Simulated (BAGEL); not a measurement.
# CH5BClNO (SMILES NB(Cl)CO) at HF/3-21G (density fitting with cc-pvqz-jkfit)

Aim: the vertical singlet–triplet gap of CH5BClNO at HF/3-21G (density fitting with cc-pvqz-jkfit), from 2 runs. 

The results are computed with BAGEL 1.2.2.

4 further runs of the same task are left out: 3 that didn't finish, 1 set aside as unsound or not needed.

### Step 1. The system as given

CH5BClNO: 10 atoms, total charge 0, spin state singlet. SMILES: `NB(Cl)CO`. Geometry: relaxed at PBE0-D4/def2-TZVP. This is a higher conformer, about 10 kJ/mol above the lowest found by a separate search.

Bond lengths: N1–B2 1.386 Å, B2–Cl3 1.784 Å, B2–C4 1.577 Å, C4–O5 1.413 Å, N1–H6 1.005 Å, N1–H7 1.006 Å, C4–H8 1.096 Å, C4–H9 1.105 Å, O5–H10 0.962 Å. Some angles: N1–B2–Cl3 118.3°, N1–B2–C4 123.5°, Cl3–B2–C4 118.2°, B2–C4–O5 116.0°, B2–N1–H6 123.2°, B2–N1–H7 122.4°, B2–C4–H8 109.8°, B2–C4–H9 107.4°, O5–C4–H8 107.3°, O5–C4–H9 110.4°.

### Step 2. The energy at HF/3-21G (density fitting with cc-pvqz-jkfit)

The input, input.json:

```json
{ "bagel" : [

{
  "title" : "molecule",
  "basis" : "3-21g",
  "df_basis" : "cc-pvqz-jkfit",
  "angstrom" : true,
  "geometry" : [
    { "atom" : "N", "xyz" : [      -1.481300,       0.770100,       0.263800 ] },
    { "atom" : "B", "xyz" : [      -0.131200,       0.458300,       0.272600 ] },
    { "atom" : "Cl", "xyz" : [       0.978400,       1.531400,       1.166200 ] },
    { "atom" : "C", "xyz" : [       0.484800,      -0.764800,      -0.509200 ] },
    { "atom" : "O", "xyz" : [       1.724500,      -1.243900,      -0.030200 ] },
    { "atom" : "H", "xyz" : [      -1.860400,       1.585400,       0.713900 ] },
    { "atom" : "H", "xyz" : [      -2.164100,       0.196600,      -0.201200 ] },
    { "atom" : "H", "xyz" : [      -0.217400,      -1.606600,      -0.495200 ] },
    { "atom" : "H", "xyz" : [       0.570000,      -0.469000,      -1.570200 ] },
    { "atom" : "H", "xyz" : [       2.179800,      -0.508700,       0.392200 ] }
  ]
},

{ "title" : "hf" },

{ "title" : "print", "file" : "orbitals.molden", "orbitals" : true }

]}
```

Launch:

```bash
$ BAGEL_NUM_THREADS=1 BAGEL input.json > input.out
```

The log of the run:

```text
* using 1 threads per process

  ===============================================================
  ===============================================================

  *** Geometry ***

  { "atom" : "N", "xyz" : [     -2.799251,      1.455278,      0.498510 ] },
  { "atom" : "B", "xyz" : [     -0.247932,      0.866061,      0.515139 ] },
  { "atom" : "Cl", "xyz" : [      1.848908,      2.893927,      2.203799 ] },
  { "atom" : "C", "xyz" : [      0.916139,     -1.445263,     -0.962249 ] },
  { "atom" : "O", "xyz" : [      3.258833,     -2.350630,     -0.057070 ] },
  { "atom" : "H", "xyz" : [     -3.515646,      2.995972,      1.349075 ] },
  { "atom" : "H", "xyz" : [     -4.089556,      0.371520,     -0.380213 ] },
  { "atom" : "H", "xyz" : [     -0.410826,     -3.036034,     -0.935792 ] },
  { "atom" : "H", "xyz" : [      1.077144,     -0.886282,     -2.967248 ] },
  { "atom" : "H", "xyz" : [      4.119225,     -0.961304,      0.741151 ] },

  Number of auxiliary basis functions:      827

  Since a DF basis is specified, we compute 2- and 3-index integrals:
    o Being stored without compression. Storage requirement is 0.023 GB

  Number of basis functions:       59
  Number of electrons      :       48

    * METHOD: MOLECULE                             0.71

  *** RHF ***

  === Nuclear Repulsion ===
   209.0563850770

      * DIIS with orbital gradients will be used.

  === RHF iteration (3-21g) ===
      0       -650.92793440          0.02343861           0.11
      1       -651.04657182          0.01163067           0.10
      2       -651.07670253          0.00157519           0.10
      3       -651.07772454          0.00029028           0.09
      4       -651.07776522          0.00007558           0.10
      5       -651.07776923          0.00001510           0.10
      6       -651.07776939          0.00000787           0.10
      7       -651.07776942          0.00000210           0.10
      8       -651.07776942          0.00000058           0.10
      9       -651.07776942          0.00000030           0.09
     10       -651.07776942          0.00000007           0.11
     11       -651.07776942          0.00000002           0.10
     12       -651.07776942          0.00000001           0.10
    * SCF iteration converged.

    * Permanent dipole moment:
           (    1.596997,    -0.382663,     0.397988) a.u.

    * METHOD: HF                                   1.52

    * METHOD: PRINT                                0.01

  ===============================================================
```

Wall time 2.5 s (1 thread of Intel Xeon Platinum 8488C (Sapphire Rapids), shared host); peak memory 0.13 GiB.

### Step 3. The triplet

The input, input.json:

```json
{ "bagel" : [

{
  "title" : "molecule",
  "basis" : "3-21g",
  "df_basis" : "cc-pvqz-jkfit",
  "angstrom" : true,
  "geometry" : [
    { "atom" : "N", "xyz" : [   -1.481300,    0.770100,    0.263800 ] },
    { "atom" : "B", "xyz" : [   -0.131200,    0.458300,    0.272600 ] },
    { "atom" : "Cl", "xyz" : [    0.978400,    1.531400,    1.166200 ] },
    { "atom" : "C", "xyz" : [    0.484800,   -0.764800,   -0.509200 ] },
    { "atom" : "O", "xyz" : [    1.724500,   -1.243900,   -0.030200 ] },
    { "atom" : "H", "xyz" : [   -1.860400,    1.585400,    0.713900 ] },
    { "atom" : "H", "xyz" : [   -2.164100,    0.196600,   -0.201200 ] },
    { "atom" : "H", "xyz" : [   -0.217400,   -1.606600,   -0.495200 ] },
    { "atom" : "H", "xyz" : [    0.570000,   -0.469000,   -1.570200 ] },
    { "atom" : "H", "xyz" : [    2.179800,   -0.508700,    0.392200 ] }
  ]
},
{ "title" : "uhf", "nopen" : 2 },
{ "title" : "print", "file" : "orbitals.molden", "orbitals" : true }

]}
```

Launch:

```bash
$ BAGEL_NUM_THREADS=1 BAGEL input.json > input.out
```

The log of the run:

```text
* using 1 threads per process

  ===============================================================
  ===============================================================

  *** Geometry ***

  { "atom" : "N", "xyz" : [     -2.799251,      1.455278,      0.498510 ] },
  { "atom" : "B", "xyz" : [     -0.247932,      0.866061,      0.515139 ] },
  { "atom" : "Cl", "xyz" : [      1.848908,      2.893927,      2.203799 ] },
  { "atom" : "C", "xyz" : [      0.916139,     -1.445263,     -0.962249 ] },
  { "atom" : "O", "xyz" : [      3.258833,     -2.350630,     -0.057070 ] },
  { "atom" : "H", "xyz" : [     -3.515646,      2.995972,      1.349075 ] },
  { "atom" : "H", "xyz" : [     -4.089556,      0.371520,     -0.380213 ] },
  { "atom" : "H", "xyz" : [     -0.410826,     -3.036034,     -0.935792 ] },
  { "atom" : "H", "xyz" : [      1.077144,     -0.886282,     -2.967248 ] },
  { "atom" : "H", "xyz" : [      4.119225,     -0.961304,      0.741151 ] },

  Number of auxiliary basis functions:      827

  Since a DF basis is specified, we compute 2- and 3-index integrals:
    o Being stored without compression. Storage requirement is 0.023 GB

  Number of basis functions:       59
  Number of electrons      :       48

    * METHOD: MOLECULE                             0.82

  *** Open-shell HF ***

  === Nuclear Repulsion ===
   209.0563850770

      * DIIS with orbital gradients will be used.

  === UHF iteration (3-21g) ===
      0       -650.63862658          0.04345861           0.20
      1       -650.75601053          0.02478683           0.19
      2       -650.78320311          0.01530843           0.23
      3       -650.79933100          0.00300123           0.23
      4       -650.80201980          0.00203291           0.23
      5       -650.80529561          0.00204170           0.23
      6       -650.80783137          0.00194955           0.22
      7       -650.81052600          0.00185655           0.23
      8       -650.81673746          0.00100150           0.23
      9       -650.81640350          0.00187981           0.23
     10       -650.81846475          0.00096959           0.23
     11       -650.81811838          0.00201079           0.23
     12       -650.81958477          0.00077275           0.23
     13       -650.81986430          0.00017686           0.23
     14       -650.81988608          0.00028635           0.23
     15       -650.81992253          0.00007008           0.23
     16       -650.81992658          0.00005261           0.23
     17       -650.81992875          0.00001125           0.23
     18       -650.81992904          0.00000623           0.23
     19       -650.81992913          0.00000367           0.23
     20       -650.81992916          0.00000204           0.23
     21       -650.81992917          0.00000137           0.24
     22       -650.81992917          0.00000068           0.23
     23       -650.81992917          0.00000042           0.25
     24       -650.81992918          0.00000022           0.28
     25       -650.81992918          0.00000011           0.27
     26       -650.81992918          0.00000007           0.28
     27       -650.81992918          0.00000003           0.27
     28       -650.81992918          0.00000002           0.27
     29       -650.81992918          0.00000001           0.27
     30       -650.81992918          0.00000001           0.24
    * SCF iteration converged.

    * S^2 (UHF) is 2.0213

    * Permanent dipole moment:
           (   -0.555428,     1.557121,     1.116344) a.u.

    * METHOD: UHF                                  7.63

    * METHOD: PRINT                                0.01

  ===============================================================
```

Wall time 9 s (1 thread of Intel Xeon Platinum 8488C (Sapphire Rapids), shared host); peak memory 0.13 GiB.

### Step 4. Outcome

Level: HF/3-21G (density fitting with cc-pvqz-jkfit).

| quantity | value |
| --- | --- |
| singlet: total energy | -651.07777 Eh |
| singlet: dipole moment | 4.29 D |
| singlet: HOMO energy | -11.43 eV |
| singlet: LUMO energy | 4.50 eV |
| singlet: HOMO–LUMO gap | 15.93 eV |
| triplet: total energy | -650.81993 Eh |
| triplet: dipole moment | 5.07 D |
| triplet: ⟨S²⟩ | 2.021 |
| vertical energy of the triplet above the singlet | 7.016 eV |

At this shape the triplet lies 7.02 eV (677 kJ/mol) above the singlet.
